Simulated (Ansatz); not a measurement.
# CeO2: the cost of one run

Program: Ansatz 0.2.0. Level of theory: DFT r²SCAN, scalar-relativistic, plane waves, PAW. These are calculated values, not measurements.

2 further runs of the same task are left out: 1 that didn't finish, 1 set aside as unsound or not needed.

### Step 1. The starting structure

Symmetry: Fm-3m, No. 225, cubic system. The conventional cell has a = 5.437 Å, b = 5.437 Å, c = 5.437 Å, α = 90.00°, β = 90.00°, γ = 90.00°. Ce (site symmetry m-3m) is surrounded by 8 O at 2.35 Å. O (site symmetry -43m) is surrounded by 4 Ce at 2.35 Å.

Structure file:

```
CELL_PARAMETERS angstrom
0.00000 2.71868 2.71868
2.71868 0.00000 2.71868
2.71868 2.71868 0.00000
ATOMIC_POSITIONS crystal
Ce 0.00000 0.00000 0.00000
O 0.25000 0.25000 0.25000
O 0.75000 0.75000 0.75000
```

An earlier run at r²SCAN left this cell at 13.396 Å³/atom and 0.00 GPa (8×8×8 mesh).

Volume factors to run: 0.980, 1.020, 0.960, 1.040, 1.070.

### Step 2. Scaling the volume by 0.980

input.yaml reads:

```yaml
crystal:
  lattice:
    - [0.0, 2.7004365399, 2.7004365399]
    - [2.7004365399, 0.0, 2.7004365399]
    - [2.7004365399, 2.7004365399, 0.0]
  atoms:
    - { symbol: Ce, position: [0.0, 0.0, 0.0] }
    - { symbol: O, position: [0.25, 0.25, 0.25] }
    - { symbol: O, position: [0.75, 0.75, 0.75] }
basis:
  ecutwfc: 500
  ecutrho_ratio: 4
kpoints:
  mp_grid: { grid: [8, 8, 8] }
hamiltonian:
  xc: r2scan
scf:
  occupations: { method: gaussian, width: 0.05 }
output:
  forces: true
  stress: true
  eigenvalues: true
```

The run is started by

```console
> ansatz run input.yaml --threads 2 --pin off --max-ram 3072MiB --backend cpu --events-out ev --progress --plain --runs-dir out
```

What time and memory should one allow on 2 threads of Arm Neoverse N1, shared host?

About 10 s, with a peak of 0.41 GiB.
